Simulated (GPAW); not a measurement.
SnSe2:

```
Sn Se
1.0
     3.81100    0.00000    0.00000
    -1.90550    3.30042    0.00000
     0.00000    0.00000    6.13600
Sn Se
1 2
Direct
  0.00000 0.00000 0.00000
  0.33333 0.66667 0.24900
  0.66667 0.33333 0.75100
```

Base run:

```yaml
Program: GPAW 26.7.0
Functional: LDA
Potentials_or_basis: the program's PAW data sets (release 1.2.1) made for this functional
Cutoff: 600 eV
Basis: pw
k_mesh: 7 × 7 × 5
Occupations: fermi-dirac, width 0.05 eV
Spin: no spin polarisation
```

Its results: band gap on the k mesh 0.67 eV, indirect (least direct gap 0.88 eV).

Q: The run is repeated on the same cell with these changes: functional from LDA to TB-mBJ; potentials or basis from the program's PAW data sets (release 1.2.1) made for this functional to GPAW PAW data sets for LDA (gpaw-data 1.2.1). What comes out?

A: Band gap on the k mesh 1.35 eV, indirect (least direct gap 1.82 eV).

Caveats: spin-orbit coupling is left out, which moves the levels of the heavy elements; a model potential gives levels but no total energy (some runs); an odd mesh through Γ misses points on the zone boundary, where band edges often lie (some runs).
